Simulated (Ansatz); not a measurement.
# GaSiH7O (SMILES [SiH3][OH+][GaH3-]) at CCSD(T)/6-31G(d) (spherical functions)

Aim: the electronic atomisation energy of GaSiH7O at CCSD(T)/6-31G* (spherical functions), from 5 runs. 

Program for the calculation: Ansatz 0.2.0.

67 further runs of the same task are left out: 1 that didn't finish, 66 set aside as unsound or not needed.

## (1) The molecule

GaSiH7O: 10 atoms, total charge 0, spin state singlet. SMILES: `[SiH3][OH+][GaH3-]`. The coordinates come from a PBE0-D4/def2-TZVP relaxation.

Bond lengths: Si1–O2 1.685 Å, O2–Ga3 2.176 Å, Si1–H4 1.485 Å, Si1–H5 1.480 Å, Si1–H6 1.475 Å, O2–H7 0.960 Å, Ga3–H8 1.571 Å, Ga3–H9 1.583 Å, Ga3–H10 1.578 Å. Some angles: Si1–O2–Ga3 118.1°, Si1–O2–H7 117.7°, Ga3–O2–H7 112.1°, O2–Si1–H4 106.7°, O2–Si1–H5 110.5°, O2–Si1–H6 105.9°, O2–Ga3–H8 100.1°, O2–Ga3–H9 92.2°, O2–Ga3–H10 95.6°, H4–Si1–H5 110.0°.

## (2) A single-point energy at CCSD(T)/6-31G(d) (spherical functions)

The input, run.yaml:

```yaml
basis:
  gaussian: {orbitals: 6-31G_st_-spherical.json}
crystal:
  periodic: [false, false, false]
  atoms:
    - {symbol: Si, position_ang: [-0.484700, 0.680100, -1.289300]}
    - {symbol: O, position_ang: [-0.772200, -0.233700, 0.097500]}
    - {symbol: Ga, position_ang: [0.882100, -0.551000, 1.475200]}
    - {symbol: H, position_ang: [-1.767100, 0.740000, -2.035000]}
    - {symbol: H, position_ang: [0.556000, 0.040700, -2.124900]}
    - {symbol: H, position_ang: [-0.069600, 2.013200, -0.814500]}
    - {symbol: H, position_ang: [-1.323900, -1.014800, 0.010100]}
    - {symbol: H, position_ang: [0.306600, 0.146600, 2.760300]}
    - {symbol: H, position_ang: [1.885600, 0.253500, 0.552600]}
    - {symbol: H, position_ang: [0.870300, -2.125600, 1.370900]}
correlation: {method: ccsd_t, frozen_orbitals: {Ga: 9, H: 0, O: 1, Si: 5}}
accuracy: high
scf: {omitted_lower_state_checks: [cluster_reference, increment]}
```

The basis set 6-31G* is read from a file made from the Basis Set Exchange's data (not shown).

Run with:

```sh
ansatz run run.yaml --threads 1 --pin off --max-ram 3480MiB --events-out events.jsonl --progress --plain --runs-dir runs
```

The log of the run:

```text
Warning: RAYON_NUM_THREADS=1 ignored (pool sized by the plan → 1); use --threads N
[... 11 lines left out ...]
15 core orbitals not correlated: weight in the atoms' cores, before any rotation towards them, 1.000 or more for the frozen orbitals, at most 0.000 for the correlated occupied ones
[... 23 lines left out ...]
Total energy: -62350.98155401 eV, -2291.3563090967 hartree
Checks for a lower state left out: cluster_reference, increment
```

It took 15 s on 1 thread of Arm Neoverse V1, shared host; peak memory 0.35 GiB.

## (3) The Ga atom, same level

The input, run.yaml:

```yaml
basis:
  gaussian: {orbitals: 6-31G_st_-spherical.json}
crystal:
  periodic: [false, false, false]
  atoms:
    - symbol: Ga
      position_ang: [0.000000, 0.000000, 0.000000]
total_charge: 0
magnetization: {spin_polarized: true, initial_magnetization: 1}
correlation: {method: ccsd_t, frozen_orbitals: {Ga: 9}}
accuracy: high
scf: {omitted_lower_state_checks: [cluster_reference, increment]}
```

The basis set 6-31G* is read from a file made from the Basis Set Exchange's data (not shown).

Run the same way, it converges to -1923.15147 Eh (log not shown).

## (4) The H atom: a single-point energy at UHF/6-31G(d) (spherical functions)

The input, in.yaml:

```yaml
crystal:
  periodic: [false, false, false]
  atoms:
    - symbol: H
      position_ang: [0.000000, 0.000000, 0.000000]
basis:
  gaussian:
    orbitals: "6-31G*"
magnetization:
  spin_polarized: true
  initial_magnetization: 1
hamiltonian:
  xc: hf
accuracy: high
```

Run with:

```sh
ansatz run in.yaml --threads 1 --pin off --max-ram 3480MiB --events-out events.jsonl --progress --plain --runs-dir runs
```

The log of the run:

```text
Warning: RAYON_NUM_THREADS=1 ignored (pool sized by the plan → 1); use --threads N
Functional definition: HF
  name "HF"
  exchange = exact_x
  correlation = 0
3 factors; integrals over basis functions are off by at most 5.4e-10 eV
mean field evaluation 1: about -13.5385 eV, gradient 1.4e0 eV
mean field evaluation 2: about -13.5385 eV, gradient 1.4e0 eV
mean field evaluation 4: about -13.5577 eV, gradient 3.5e-5 eV
mean field evaluation 8: about -13.5576 eV, gradient 2.4e-12 eV
mean field -13.55760813 eV, -0.4982329092 hartree, gradient 4.4e-8 eV, S^2 0.750000; 0 other end points of the search recorded, 0 dependent functions left out
reference -13.55760813 eV, -0.4982329092 hartree; 1, 0 occupied and 1, 2 virtual orbitals, 3 factors
Total energy: -13.55760813 eV, -0.4982329092 hartree
```

Run time: 0.04 s. Hardware: 1 thread of Arm Neoverse V1, shared host.

## (5) The O atom

The input, job.yaml:

```yaml
crystal:
  periodic: [false, false, false]
  atoms:
    - {symbol: O, position_ang: [0.000000, 0.000000, 0.000000]}
basis:
  gaussian: {orbitals: 6-31G_st_-spherical.json}
magnetization: {spin_polarized: true, initial_magnetization: 2}
correlation: {method: ccsd_t, frozen_orbitals: {O: 1}}
accuracy: high
scf: {omitted_lower_state_checks: [cluster_reference, increment]}
```

The basis set 6-31G* is read from a file made from the Basis Set Exchange's data (not shown).

Run the same way, it converges to -74.89475 Eh (log not shown).

## (6) The Si atom at the same level

The input, in.yaml:

```yaml
basis:
  gaussian:
    orbitals: 6-31G_st_-spherical.json
crystal:
  periodic: [false, false, false]
  atoms:
    - {symbol: Si, position_ang: [0.000000, 0.000000, 0.000000]}
correlation:
  method: ccsd_t
  frozen_orbitals: {Si: 5}
accuracy: high
scf:
  omitted_lower_state_checks: [cluster_reference, increment]
magnetization:
  spin_polarized: true
  initial_magnetization: 2
```

The basis set 6-31G* is read from a file made from the Basis Set Exchange's data (not shown).

Run the same way, it converges to -288.88797 Eh (log not shown).

## (7) Outcome

Level: CCSD(T)/6-31G* (spherical functions), 15 core orbitals frozen.

```
                                              quantity           value
                                molecule: total energy  -2291.35631 Eh
molecule: correlation energy (15 core orbitals frozen)      -537.5 mEh
                              molecule: (T) correction      -10.31 mEh
                               molecule: T1 diagnostic           0.012
                                 Ga atom: total energy  -1923.15147 Eh
  Ga atom: correlation energy (9 core orbitals frozen)      -208.0 mEh
                               Ga atom: (T) correction       -3.95 mEh
            Ga atom: ⟨S²⟩ of the reference determinant           0.758
                                Ga atom: T1 diagnostic           0.010
                                  H atom: total energy     -0.49823 Eh
                                          H atom: ⟨S²⟩           0.750
                                  O atom: total energy    -74.89475 Eh
    O atom: correlation energy (1 core orbital frozen)      -111.6 mEh
                                O atom: (T) correction       -0.84 mEh
             O atom: ⟨S²⟩ of the reference determinant           2.006
                                 O atom: T1 diagnostic           0.005
                                 Si atom: total energy   -288.88797 Eh
  Si atom: correlation energy (5 core orbitals frozen)       -57.0 mEh
                               Si atom: (T) correction       -0.83 mEh
            Si atom: ⟨S²⟩ of the reference determinant           2.006
                                Si atom: T1 diagnostic           0.010
                         electronic atomisation energy       25.429 eV
```

In words: Taking the molecule apart into free atoms costs 25.43 eV (2453 kJ/mol), before zero-point energy and without spin-orbit coupling. The triples (molecule) make up 1.9 % of the correlation energy. The triples (Ga atom) make up 1.9 % of the correlation energy. The triples (O atom) make up 0.8 % of the correlation energy. The triples (Si atom) make up 1.4 % of the correlation energy.
